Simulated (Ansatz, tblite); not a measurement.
# The cluster Mg₇+: rung by rung

One table from this session's results is given with a row withheld; the runs are named, their logs left out.

Method: as each input shows; program: Ansatz 0.2.0, Gaussian basis.

Plan: GFN1-xTB, GFN2-xTB, PBE/def2-TZVP, r2SCAN/def2-TZVP, LDA/def2-TZVP, r2SCAN0/def2-TZVP, LC-ωPBE/def2-TZVP, PBE/def2-SVP, PBE0/def2-SVP, HF/STO-3G, CCSD(T)/def2-SVP, MP2/def2-TZVP.

5 further runs of the same task are left out: 5 set aside as unsound or not needed. Runs told in other sessions of the task aren't counted.

## The relaxed structure

The geometry is that of the doublet, from an earlier relaxation (PBE0/def2-SVP). At that level it is the lowest of the isomers that a small search found.

7 atoms, charge 1, spin multiplicity 2.

Bond lengths: Mg1–Mg3 3.368 Å, Mg1–Mg4 3.372 Å, Mg1–Mg5 3.088 Å, Mg1–Mg7 3.044 Å, Mg2–Mg3 3.203 Å, Mg2–Mg4 3.202 Å, Mg2–Mg6 3.087 Å, Mg3–Mg4 2.975 Å, Mg3–Mg5 3.198 Å, Mg3–Mg6 3.371 Å, Mg3–Mg7 3.180 Å, Mg4–Mg5 3.207 Å, Mg4–Mg6 3.367 Å, Mg4–Mg7 3.183 Å, Mg6–Mg7 3.041 Å. Angles: Mg3–Mg1–Mg4 52.4°, Mg3–Mg1–Mg5 59.2°, Mg3–Mg1–Mg7 59.2°, Mg4–Mg1–Mg5 59.3°, Mg4–Mg1–Mg7 59.2°, Mg5–Mg1–Mg7 110.5°, Mg3–Mg2–Mg4 55.4°, Mg3–Mg2–Mg6 64.8°, Mg4–Mg2–Mg6 64.7°, Mg1–Mg3–Mg2 125.5°, Mg1–Mg3–Mg4 63.9°, Mg1–Mg3–Mg5 56.0°, Mg1–Mg3–Mg6 105.8°, Mg1–Mg3–Mg7 55.3°, Mg2–Mg3–Mg4 62.3°, Mg2–Mg3–Mg5 91.3°, Mg2–Mg3–Mg6 56.0°, Mg2–Mg3–Mg7 104.2° and more.

Coordinates:

```csv
atom,x (Å),y (Å),z (Å)
Mg1,-0.01344,2.34950,-1.68582
Mg2,0.95027,-2.54127,1.36063
Mg3,0.82998,0.64815,1.09547
Mg4,-0.28003,-0.96798,-1.14181
Mg5,2.49938,0.55525,-1.63041
Mg6,-1.83124,-1.28650,1.82912
Mg7,-2.15493,1.24285,0.17284
```

The ion is computed in the gas phase, without counter-ions or solvent.

PBE0/def2-TZVP was run before; its log isn't repeated, and its numbers join the tables.

The first run:

Tight binding, by tblite at 300 K electronic temperature and without a spin-polarisation term:

```python
tblite.interface.Calculator('GFN1-xTB', numbers, positions, charge=1, uhf=1).singlepoint()
```

Tight binding, by tblite at 300 K electronic temperature and without a spin-polarisation term:

```python
tblite.interface.Calculator('GFN2-xTB', numbers, positions, charge=1, uhf=1).singlepoint()
```

start.molden holds the orbitals of an earlier run on this state, given as this run's starting guess.

Input file in.yaml:

```yaml
crystal:
  periodic: [false, false, false]
  atoms:
    - {symbol: Mg, position_ang: [-0.013440, 2.349495, -1.685824]}
    - {symbol: Mg, position_ang: [0.950275, -2.541273, 1.360628]}
    - {symbol: Mg, position_ang: [0.829983, 0.648147, 1.095467]}
    - {symbol: Mg, position_ang: [-0.280025, -0.967981, -1.141813]}
    - {symbol: Mg, position_ang: [2.499380, 0.555252, -1.630410]}
    - {symbol: Mg, position_ang: [-1.831241, -1.286501, 1.829116]}
    - {symbol: Mg, position_ang: [-2.154932, 1.242850, 0.172836]}
basis:
  gaussian: {orbitals: def2-TZVP, initial_orbitals: start.molden}
total_charge: 1
magnetization: {spin_polarized: true, initial_magnetization: 1}
hamiltonian: {xc: pbe}
scf: {omitted_lower_state_checks: [starts]}
output: {forces: true, orbitals: {seedname: orbitals}}
```

Run with:

```bash
$ ansatz run in.yaml --threads 4 --pin off --events-out ev --progress --plain --max-ram 4787MiB
```

Among the steps run: PBE/def2-TZVP; r2SCAN/def2-TZVP; LDA/def2-TZVP; r2SCAN0/def2-TZVP; LC-ωPBE/def2-TZVP; PBE/def2-SVP; PBE0/def2-SVP; HF/STO-3G; CCSD(T)/def2-SVP; MP2/def2-TZVP.

One of the session's tables, all rows but one given; the rest of the session is left out.

It belongs to the step «Levels side by side». 

```
            level  HOMO (eV)  gap (eV)
        HF/STO-3G      -3.35      5.97
    LDA/def2-TZVP      -7.20      0.39
     PBE/def2-SVP      -7.15      0.56
    PBE/def2-TZVP      -7.15      0.56
 r2SCAN/def2-TZVP      -7.33      1.11
    PBE0/def2-SVP      -7.63      1.63
   PBE0/def2-TZVP      -7.64      1.64
r2SCAN0/def2-TZVP          ?         ?
LC-ωPBE/def2-TZVP      -9.21      4.91
```

**Question.** Estimate the row for r2SCAN0/def2-TZVP.

As computed: HOMO (eV): -7.81; gap (eV): 2.07. In the column «HOMO (eV)» it lies between LC-ωPBE/def2-TZVP (-9.21) and PBE0/def2-TZVP (-7.64).

Caveats from the session: Notes on CCSD(T)/def2-SVP: spin contamination.
